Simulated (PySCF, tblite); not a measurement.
# BH₁₀NSi₃: geometry, infrared bands and NMR shifts

Aim: predict the infrared bands and NMR shifts of BH₁₀NSi₃ (`N[SiH2][SiH2]B[SiH3]`).

Programs: tblite 0.8.0 and PySCF 2.14.0, with density-fitted response routines of our own. Each step states its level of theory. These are calculated values for one molecule in the gas phase, unless marked as measured. Atoms count from 0, in the outputs and in this text.

## (1) Starting geometry

15 atoms, charge 0, multiplicity 1; geometry from: force field or distance geometry start.

Bonds of the start (Å): N0–Si1 1.80, Si1–Si2 2.22, Si2–B3 1.93, B3–Si4 1.95, N0–H5 1.06, N0–H6 1.05, Si1–H7 1.45, Si1–H8 1.47, Si2–H9 1.48, Si2–H10 1.48, B3–H11 1.18, Si4–H12 1.48, Si4–H13 1.49, Si4–H14 1.47.

## (2) Relaxing the molecule with GFN2-xTB

What the job is given:

```
{"job": {"kind": "relax", "xc": "GFN2-xTB", "basis": "xTB"}, "charge": 0, "multiplicity": 1}
N     -2.594100    -1.095800     0.258600
Si    -2.100600     0.543900    -0.294800
Si     0.015900     0.606500    -0.970400
B      1.170900    -0.597200    -0.004900
Si     3.058500    -0.117700     0.054600
H     -3.348300    -0.917000     0.987100
H     -3.062300    -1.550800    -0.558900
H     -2.943400     0.980600    -1.390400
H     -2.201800     1.419400     0.885600
H      0.508200     1.974800    -0.705300
H      0.139800     0.308800    -2.415500
H      0.817700    -1.643400     0.423300
H      3.854100    -1.089800     0.829400
H      3.562100    -0.005800    -1.342400
H      3.118900     1.191400     0.716200
```

Started as:

```sh
$ OMP_NUM_THREADS=1 python probes_run.py task.json out
```

This one command runs all jobs of the session in turn.

**Question.** This job is followed by: GFN2-xTB harmonic vibrations, gas phase; GIAO PBE0/pcSseg-1 NMR shielding, non-relativistic, gas phase. What will the session give for the following? strongest single infrared mode (GFN2-xTB); zero-point energy (GFN2-xTB); ¹H shifts against TMS (PBE0/pcSseg-1, means over atoms taken as alike); ¹⁵N shifts against NH3 (PBE0/pcSseg-1); ²⁹Si shifts against TMS (PBE0/pcSseg-1); ¹¹B shifts against BF3·OEt2 (PBE0/pcSseg-1); surface potential, 1st and 99th percentile.

As calculated:

```
                                                              quantity                               value
                             strongest single infrared mode (GFN2-xTB)               2167 cm⁻¹, 531 km/mol
                                          zero-point energy (GFN2-xTB)                       58.4 kcal/mol
¹H shifts against TMS (PBE0/pcSseg-1, means over atoms taken as alike)  13.93, 5.27, 4.10, 4.04, -0.23 ppm
                                ¹⁵N shifts against NH3 (PBE0/pcSseg-1)                            10.1 ppm
                               ²⁹Si shifts against TMS (PBE0/pcSseg-1)           -40.6, -104.8, -110.8 ppm
                           ¹¹B shifts against BF3·OEt2 (PBE0/pcSseg-1)                           144.1 ppm
                                 surface potential, 1st and 99th percentile                  -0.90 V and 1.59 V
```

Over 120 steps the energy fell by 0.687 eV; of the close pairs, Si1–Si2 changed most, 2.223 to 2.330 Å. The lowest mode is slightly imaginary (16i cm⁻¹), a soft motion within the noise of the Hessian, so the minimum is not strictly shown. The strongest single mode, at 2167 cm⁻¹, moves mainly H14 and H12. Unscaled tight-binding wavenumbers are off by several per cent, some by more. Its intensities can rank the bands wrongly. At PBE0/pcSseg-1: Shielding is most anisotropic at B3 (span 364 ppm, paramagnetic term -247 ppm). At PBE0/pcSseg-1, counted by nearest atom on the grid, the HOMO lies on N0 51 %; H7 17 %, the LUMO on B3 56 %; H11 11 %.
